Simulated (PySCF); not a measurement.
# (OMe)3Sn-NH-SiH3: geometry, NMR shifts and electronic excitations, part 2 of 2

PySCF 2.14.0. Atoms count from 0. Earlier steps stand in the parts before.

## Step 4: Excited states and response: CAM-B3LYP/def2-SVPD

Job settings and geometry (Å):

```
{"job": {"kind": "uv", "xc": "CAM-B3LYP", "basis": "def2-SVPD", "ip": false, "nstates": 10}, "charge": 0, "multiplicity": 1}
Sn    -0.014420     0.446977    -0.315517
O      0.931090     1.545658    -1.641606
C      2.315877     1.419036    -1.848077
O     -0.713124    -1.278152    -0.964374
C      0.131896    -2.364068    -1.229684
O      1.362538     0.055992     1.050082
C      0.995593    -0.449667     2.304701
N     -1.625386     1.439221     0.331203
Si    -3.140562     0.743963     0.838704
H      2.667645     2.321753    -2.374343
H      2.886054     1.328964    -0.906436
H      2.564298     0.546763    -2.481490
H     -0.489951    -3.266634    -1.350801
H      0.854221    -2.561476    -0.415113
H      0.709556    -2.231860    -2.164332
H      0.250572     0.183281     2.824156
H      1.895390    -0.490125     2.941207
H      0.582389    -1.475467     2.249894
H     -1.584563     2.439803     0.156713
H     -2.851327    -0.618446     1.372242
H     -4.158313     0.626183    -0.252451
H     -3.733495     1.593261     1.918280
```

With the program's defaults for keys left out, this is: TDDFT CAM-B3LYP/def2-SVPD, vertical, gas phase, core orbitals frozen in the response.

Output:

```text
coarse grid: 82776 points
cycle   1  E = -902.2894714835  dE = -2.010e+01  |g| = 3.319e+00  |ddm| = 3.152e+01
cycle   2  E = -781.9187660300  dE =  1.204e+02  |g| = 1.484e+01  |ddm| = 4.485e+02
cycle   3  E = -905.7054661646  dE = -1.238e+02  |g| = 7.290e-01  |ddm| = 4.498e+02
cycle   4  E = -905.7783775135  dE = -7.291e-02  |g| = 5.074e-01  |ddm| = 2.018e+00
cycle   5  E = -905.8295956011  dE = -5.122e-02  |g| = 1.276e-01  |ddm| = 8.202e-01
cycle   6  E = -905.8326726754  dE = -3.077e-03  |g| = 5.526e-02  |ddm| = 2.181e-01
cycle   7  E = -905.8332835136  dE = -6.108e-04  |g| = 1.799e-02  |ddm| = 9.472e-02
cycle   8  E = -905.8333452093  dE = -6.170e-05  |g| = 6.616e-03  |ddm| = 3.814e-02
cycle   9  E = -905.8333542647  dE = -9.055e-06  |g| = 1.738e-03  |ddm| = 1.411e-02
final grid: 174048 points
cycle  10  E = -905.8333287516  dE = -7.647e-08  |g| = 2.101e-03  |ddm| = 9.324e-03
cycle  11  E = -905.8333278451  dE =  9.065e-07  |g| = 3.066e-03  |ddm| = 6.335e-03
cycle  12  E = -905.8333296471  dE = -1.802e-06  |g| = 2.471e-04  |ddm| = 3.453e-03
cycle  13  E = -905.8333296610  dE = -1.393e-08  |g| = 4.593e-05  |ddm| = 4.760e-04
cycle  14  E = -905.8333296617  dE = -6.708e-10  |g| = 3.009e-05  |ddm| = 1.492e-04
converged SCF energy = -905.8333296617

Static polarisability (au): isotropic 119.919, principal 111.702 114.612 133.442

Singlet excitations
state   eV       nm        f      main configurations
  1   5.3585    231.4   0.01609   H->L 0.78, H-2->L 0.14
  2   5.4326    228.2   0.00566   H-1->L 0.48, H-3->L 0.39
  3   5.5374    223.9   0.02154   H-3->L 0.47, H-1->L 0.29
  4   5.6213    220.6   0.05514   H-2->L 0.64, H->L 0.11, H-1->L 0.08
  5   6.2715    197.7   0.07087   H-4->L 0.83
  6   6.3325    195.8   0.03864   H-5->L 0.82
  7   6.9406    178.6   0.04241   H-6->L 0.77
  8   7.1178    174.2   0.00765   H->L+1 0.67, H->L+3 0.09
  9   7.6390    162.3   0.02633   H->L+3 0.39, H->L+2 0.29, H->L+6 0.08
 10   7.6703    161.6   0.00126   H-1->L+2 0.33, H-1->L+1 0.26, H-7->L 0.09

Triplet excitations (Tamm-Dancoff, eV): 4.8520 4.9652 5.0515 5.0939
```

It took 6.5 min on 1 thread of AMD EPYC, shared host; peak memory 1.9 GiB.

Frontier orbitals and where they lie:

```csv
orbital,eV,atoms
HOMO−3,-9.46,"O5 44 %, O1 21 %, C6 11 %"
HOMO−2,-9.42,"O3 31 %, O5 23 %, O1 10 %"
HOMO−1,-9.36,"O3 36 %, O1 27 %, C4 8 %"
HOMO,-9.14,"N7 50 %, Si8 14 %, H20 9 %"
LUMO,-0.45,"Sn0 27 %, O1 13 %, O3 12 %"
LUMO+1,1.14,"Si8 23 %, Sn0 9 %, H18 8 %"
LUMO+2,1.23,"Si8 13 %, C4 11 %, Sn0 10 %"
```

With each of the 10 states as a Gaussian band of 0.4 eV half-width at 1/e, the curve within the window shown has maxima at 222 nm (ε 3,900), 198 nm (ε 4,700) L/(mol cm). Beyond the last state computed it falls off for lack of states. The curve at chosen wavelengths:

| nm | ε (L/mol/cm) |
| --- | --- |
| 156 | 572 |
| 160 | 1050 |
| 164 | 1306 |
| 168 | 1429 |
| 173 | 1821 |
| 177 | 2207 |
| 181 | 2471 |
| 185 | 2825 |
| 189 | 3498 |
| 193 | 4281 |
| 198 | 4703 |
| 202 | 4422 |
| 206 | 3933 |
| 210 | 3635 |
| 214 | 3660 |
| 218 | 3851 |
| 223 | 3933 |
| 227 | 3690 |
| 231 | 3183 |
| 235 | 2531 |
| 239 | 1867 |
| 243 | 1287 |
| 248 | 742 |
| 252 | 450 |
| 256 | 260 |
| 260 | 143 |

Leading natural transition orbitals of singlet state 5: the hole lies on O1 40 %; O3 23 %; H9, H10 about 7 % each; the particle on Sn0 28 %; O1 16 %; O3 12 %.

Leading natural transition orbitals of singlet state 1: the hole lies on N7 63 %; H18, H20 about 9 % each; the particle on Sn0 27 %; N7 13 %; O1, O3, O5 about 10 % each.

Ground-state properties from the same run:

```csv
property,computed
dipole moment (D),1.00
polarisability (Å³),17.77
HOMO–LUMO gap (eV),8.68
−ε(HOMO) (eV),9.14
```

## Step 5: Nuclear shieldings: wB97X-D/def2-TZVP+pcSseg-1

Same as in step 4 but for these lines:

```diff
@@ -1,2 +1,2 @@
-{"job": {"kind": "uv", "xc": "CAM-B3LYP", "basis": "def2-SVPD", "ip": false, "nstates": 10}, "charge": 0, "multiplicity": 1}
+{"job": {"kind": "nmr", "xc": "wB97X-D", "basis": {"default": "pcSseg-1", "Sn": "def2-TZVP"}, "pop": false}, "charge": 0, "multiplicity": 1}
 Sn    -0.014420     0.446977    -0.315517
```

Level: GIAO wB97X-D/pcSseg-1 Sn:def2-TZVP NMR shielding, scalar relativity only through core potentials, gas phase.

Output:

```text
coarse grid: 82776 points
cycle   1  E = -903.4715058311  dE = -3.373e+01  |g| = 3.106e+00  |ddm| = 3.131e+01
cycle   2  E = -866.7110721976  dE =  3.676e+01  |g| = 9.701e+00  |ddm| = 2.630e+01
cycle   3  E = -906.0246269919  dE = -3.931e+01  |g| = 1.063e+00  |ddm| = 2.485e+01
cycle   4  E = -906.1611466665  dE = -1.365e-01  |g| = 8.060e-01  |ddm| = 1.609e+00
cycle   5  E = -906.2767622112  dE = -1.156e-01  |g| = 1.350e-01  |ddm| = 5.586e-01
cycle   6  E = -906.2820945306  dE = -5.332e-03  |g| = 6.270e-02  |ddm| = 1.668e-01
cycle   7  E = -906.2831966196  dE = -1.102e-03  |g| = 2.304e-02  |ddm| = 8.501e-02
cycle   8  E = -906.2833287658  dE = -1.321e-04  |g| = 1.209e-02  |ddm| = 3.096e-02
cycle   9  E = -906.2833636454  dE = -3.488e-05  |g| = 2.837e-03  |ddm| = 1.317e-02
cycle  10  E = -906.2833681157  dE = -4.470e-06  |g| = 1.269e-03  |ddm| = 5.925e-03
final grid: 174048 points
cycle  11  E = -906.2801123922  dE = -1.206e-05  |g| = 1.831e-03  |ddm| = 1.624e-02
cycle  12  E = -906.2801126965  dE = -3.043e-07  |g| = 1.576e-03  |ddm| = 2.819e-03
cycle  13  E = -906.2801131213  dE = -4.248e-07  |g| = 3.961e-04  |ddm| = 1.257e-03
cycle  14  E = -906.2801131613  dE = -4.003e-08  |g| = 1.110e-04  |ddm| = 3.967e-04
cycle  15  E = -906.2801131740  dE = -1.260e-08  |g| = 5.208e-05  |ddm| = 4.014e-04
cycle  16  E = -906.2801131753  dE = -1.323e-09  |g| = 2.394e-05  |ddm| = 1.121e-04
cycle  17  E = -906.2801131755  dE = -2.658e-10  |g| = 6.538e-06  |ddm| = 5.801e-05
converged SCF energy = -906.2801131755

GIAO shielding tensors (ppm)
atom      isotropic    diamagn.    paramagn.     s11        s22        s33       span
  0 Sn         nan         nan         nan        nan        nan        nan        nan
  1 O      301.326     399.302     -97.976    227.603    294.608    381.768    154.165
  2 C      127.082     242.061    -114.979     96.593    101.699    182.954     86.361
  3 O      299.269     400.969    -101.700    237.180    289.467    371.159    133.979
  4 C      128.126     242.614    -114.488     98.931    102.399    183.048     84.117
  5 O      315.175     400.592     -85.417    248.170    323.162    374.193    126.022
  6 C      128.841     242.895    -114.054    100.436    103.422    182.664     82.228
  7 N      267.175     327.209     -60.034    235.407    263.676    302.443     67.037
  8 Si     397.684     878.707    -481.024    352.667    372.387    467.998    115.331
  9 H       27.675      27.127       0.548     23.061     24.564     35.400     12.339
 10 H       27.270      30.090      -2.820     21.512     25.937     34.361     12.849
 11 H       27.597      29.516      -1.919     22.999     24.833     34.959     11.959
 12 H       27.502      28.198      -0.696     22.946     24.390     35.169     12.224
 13 H       27.339      31.015      -3.676     21.994     25.550     34.471     12.477
 14 H       27.457      29.596      -2.139     22.714     24.746     34.911     12.196
 15 H       27.419      30.380      -2.961     22.365     25.553     34.339     11.974
 16 H       27.455      28.030      -0.575     22.853     24.380     35.133     12.280
 17 H       27.524      30.824      -3.300     22.772     25.035     34.766     11.995
 18 H       31.943      32.196      -0.253     21.276     28.863     45.689     24.414
 19 H       26.791      30.624      -3.833     22.772     26.356     31.245      8.473
 20 H       26.701      28.283      -1.583     22.750     24.498     32.854     10.105
 21 H       26.666      27.670      -1.003     22.858     24.454     32.688      9.830
```

Run time: 3.6 min. Hardware: 1 thread of AMD EPYC, shared host; peak memory 1.6 GiB.

In short: δ C2 56.5, O1 27.9, N7 -3.2, Si8 -44.8, H19 4.66, H9 3.91 ppm (means over like atoms).

## Step 6: Side by side: NMR shifts

Shifts (ppm), means over like atoms, with basis size and wall time:

```csv
run,C2,H19,H9,H18,O1,N7,Si8,functions,time
PBE0/def2-TZVP+pcSseg-1,56.7,4.76,3.96,-0.54,38.0,0.5,-44.5,258,3.6 min
wB97X-D/def2-TZVP+pcSseg-1,56.5,4.66,3.91,-0.56,27.9,-3.2,-44.8,258,3.6 min
```

## Step 7: What came out

This closing draws on all 2 parts.

| quantity | value |
| --- | --- |
| point group | C1 |
| rotational constants (main isotopes) | 1.10, 0.66, 0.63 GHz |
| 13C shifts against TMS (PBE0/def2-TZVP+pcSseg-1, means over atoms taken as alike) | 56.7 ppm |
| 1H shifts against TMS (PBE0/def2-TZVP+pcSseg-1, means over atoms taken as alike) | 4.76, 3.96, -0.54 ppm |
| 17O shifts against H2O (PBE0/def2-TZVP+pcSseg-1, means over atoms taken as alike) | 38.0 ppm |
| 15N shifts against NH3 (PBE0/def2-TZVP+pcSseg-1) | 0.5 ppm |
| 29Si shifts against TMS (PBE0/def2-TZVP+pcSseg-1) | -44.5 ppm |
| surface potential, 1st and 99th percentile | -1.36 V and 1.66 V |
| lowest singlet (CAM-B3LYP/def2-SVPD) | 5.36 eV (231 nm), f = 0.016 |
| brightest single state of those computed | state 5, 6.27 eV, f = 0.071 |
| lowest triplet | 4.85 eV |
| range of the shift of O1 | 27.9 to 38.0 ppm |

**Reading.** The start was shaken at random, so part of the energy gained undoes that. Relaxing lowered the energy by 0.868 eV in 11 steps; the close pair that moved most is Si8–H21, from 1.366 to 1.496 Å. At PBE0/def2-TZVP+pcSseg-1: The largest span, 150 ppm, is at O1, O3, O5, where the paramagnetic term is -103 ppm. By nearest atom (PBE0/def2-TZVP+pcSseg-1), the HOMO sits on N7 54 %; H20 13 % and the LUMO on Sn0 29 %; O1, O3, O5 about 11 % each. The lowest singlet, at 5.36 eV, is HOMO→LUMO 0.78, HOMO−2→LUMO 0.14 and is weak; of the 10 states computed, the strongest absorption comes from state 5 at 6.27 eV. The lowest triplet lies 0.51 eV below the lowest singlet (triplets in Tamm-Dancoff, singlets in full TDDFT). Spin-orbit coupling, left out, mixes singlets and triplets in elements this heavy. In ppm, O1 (with its like atoms) moves most: its shift spreads over 10.0 ppm, from 27.9 (wB97X-D/def2-TZVP+pcSseg-1) to 38.0 (PBE0/def2-TZVP+pcSseg-1). Spin-orbit coupling is left out, which matters for shieldings and couplings at and beside the heavy atoms.
